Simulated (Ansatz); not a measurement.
**CH5GeN: ladder of methods at one geometry in Python**

How do the methods compare on CH5GeN, in result and in cost? Wanted for CH5GeN: a ladder of methods at one geometry. SMILES: [CH3][Ge][NH2].

Computed with the Python package of Ansatz 0.2.0. The levels of theory stand in the script.

## (1) Starting point

Bond lengths: C1–Ge2 1.882 Å, Ge2–N3 1.857 Å, C1–H4 1.068 Å, C1–H5 1.154 Å, C1–H6 1.142 Å, N3–H7 1.104 Å, N3–H8 1.005 Å. Angles: C1–Ge2–N3 107.9°, Ge2–C1–H4 110.9°, Ge2–C1–H5 111.5°, Ge2–C1–H6 112.1°, H4–C1–H5 105.9°, H4–C1–H6 111.4°, H5–C1–H6 104.7°, Ge2–N3–H7 105.0°, Ge2–N3–H8 107.0°, H7–N3–H8 104.5°.

No structure file is read: the coordinates are typed or built in the script.

## (2) Script

methods.py

```python
'''One geometry of CH5GeN, method by method.'''

from pathlib import Path

import ansatz as az
from ase import Atoms
import numpy as np

BASIS_SET = 'def2-SVP'


def main() -> None:
    atoms = Atoms(['C', 'Ge', 'N', 'H', 'H', 'H', 'H', 'H'], positions=[
        (-0.7121, 0.8988, -0.6064),
        (0.984, 0.3773, 0.0192),
        (0.7698, -1.1604, 1.0372),
        (-1.1324, 0.1471, -1.2383),
        (-0.65, 1.8542, -1.2498),
        (-1.4203, 1.17, 0.2473),
        (1.7934, -1.4598, 1.3221),
        (0.4599, -1.8843, 0.4129),
    ])
    molecule = az.Crystal.molecule_from_ase(atoms)

    job = molecule.calculation().basis(gaussian=BASIS_SET)

    print('functional    E (Ha)        dipole (D)   HOMO (eV)  LUMO (eV)')
    for name in ['cam_b3lyp', 'blyp', 'r2scan', 'hf', 'pbe']:
        rep = job.functional(name).forces().orbitals().run(threads=1, pin='off', runs_dir='runs').report
        lines = Path(rep['orbitals_path']).read_text().splitlines()
        field_of = lambda key: [line.split('=')[1].strip() for line in lines if line.startswith(key)]
        orbitals = [(27.211386 * float(e), s, float(n)) for e, s, n in zip(field_of('Ene='), field_of('Spin='), field_of('Occup='))]
        homo = max(e for e, _, n in orbitals if n > 0.5)
        lumo = min(e for e, _, n in orbitals if n < 0.5)
        dipole = 4.803205 * np.linalg.norm(rep['charge_distribution']['dipole_moment_e_ang'])
        print(f'{name:10s} {rep["free_energy_ev"] / 27.211386246:14.6f} {dipole:9.3f} {homo:11.3f} {lumo:10.3f}')


if __name__ == '__main__':
    main()
```

## (3) The input behind the calls

The engine receives this input (first run):

```yaml
crystal:
  periodic: [false, false, false]
  atoms:
    - { symbol: C, position_ang: [-0.7121, 0.8988, -0.6064] }
    - { symbol: Ge, position_ang: [0.984, 0.3773, 0.0192] }
    - { symbol: "N", position_ang: [0.7698, -1.1604, 1.0372] }
    - { symbol: H, position_ang: [-1.1324, 0.1471, -1.2383] }
    - { symbol: H, position_ang: [-0.65, 1.8542, -1.2498] }
    - { symbol: H, position_ang: [-1.4203, 1.17, 0.2473] }
    - { symbol: H, position_ang: [1.7934, -1.4598, 1.3221] }
    - { symbol: H, position_ang: [0.4599, -1.8843, 0.4129] }
basis:
  gaussian:
    orbitals: def2-SVP
hamiltonian:
  xc: cam_b3lyp
output:
  orbitals: {}
  forces: true
```

## (4) Running it

The run is started by

```bash
python methods.py
```

Standard output:

```text
functional    E (Ha)        dipole (D)   HOMO (eV)  LUMO (eV)
cam_b3lyp    -2172.571383     1.634      -6.850     -0.560
blyp         -2172.515226     1.647      -4.361     -2.288
r2scan       -2172.439252     1.735      -4.738     -2.351
hf           -2170.221851     1.696      -7.970      1.455
pbe          -2172.065417     1.712      -4.487     -2.403
```

Run time: 12 s. Hardware: 1 thread of Arm Neoverse V2, shared host; peak memory 0.25 GiB.

## (5) What changed from run to run

The engine's inputs for some of the other runs:

Run 3, against run 1:

```diff
@@ -16 +16 @@
-  xc: cam_b3lyp
+  xc: r2scan
```

Run 4, against run 1:

```diff
@@ -16 +16 @@
-  xc: cam_b3lyp
+  xc: hf
```

Run 5, against run 1:

```diff
@@ -16 +16 @@
-  xc: cam_b3lyp
+  xc: pbe
```

Lines on the test bed's own set-up are left out of the output.

## (6) Run by run

The 5 runs, in the order started:

```csv
run,functional,energy (eV),SCF cycles,CPU time (s)
1,cam_b3lyp,-59118.6791,19,3.1
2,blyp,-59117.1510,18,1.8
3,r2scan,-59115.0836,18,3.8
4,hf,-59054.7450,11,1.1
5,pbe,-59104.9110,18,1.7
```

Totals under unlike functionals or potentials can't be compared directly.

The fields below are those of run 1.

## (7) Orbitals and fields

The fields below are evaluated on a grid from the run's orbitals.

Frontier orbitals at CAM-B3LYP/def2-SVP, with the share of their density that lies nearest to each atom:

```csv
orbital,energy (eV),lies on
HOMO,-6.85,Ge2 61 %; N3 15 %; C1 12 %
LUMO,-0.56,Ge2 72 %; N3 8 %
```

ELF in a plane through or near 6 of the atoms.

Ten even steps from '0' (0.00) to '9' (1.00):
```
0000000000245543000000000000
0000000005789987400000000000
0000000027899998510000000000
0000000017999999500000000000
0000000005898888400000000000
0000011002542234201587300000
0000466511325622224999720000
0001999963324542668999950000
0002999986526624879999950000
0001899977851148515999630000
0000466666762267314776310000
0000001389841135898511000000
0000001599940026999610000000
0000002699950016999710000000
0000001699830015999610000000
0000000156500002676200000000
0000000011000000232000000000
0000000000000000000000000000
0000000000000000000000000000
0000000000000000000000000000
```
The map spans 10.4 Å across and 7.1 Å up, centred on the molecule. Atoms in the plane (x, y in Å): C1 (1.3, 0.0), Ge2 (-0.3, 0.9), H4 (1.3, -0.9), H5 (2.2, 0.6), H7 (-2.6, 0.5), H8 (-1.7, -0.9).

On the surface of density 0.002 e/bohr³ the electrostatic potential runs, from the 1st to the 99th percentile, from -1.49 V near N3 to 1.81 V near Ge2.

## (8) What came out

| quantity | value |
| --- | --- |
| runs compared | 5 |
| HOMO-LUMO gap of the mean field (CAM-B3LYP/def2-SVP) | 6.29 eV |

In words: All 5 runs converged (11 to 19 cycles). What to keep in mind:
- The geometry is a force-field or estimated start, not a minimum of this method, and the basis set is short of its limit. A lower total doesn't mark the better method: functionals have no common bound, and MP2 and coupled cluster aren't variational.
- Levels such as HOMO and LUMO are orbital energies: with these approximate functionals they aren't the ionisation energy and electron affinity, and their gap isn't the fundamental gap.
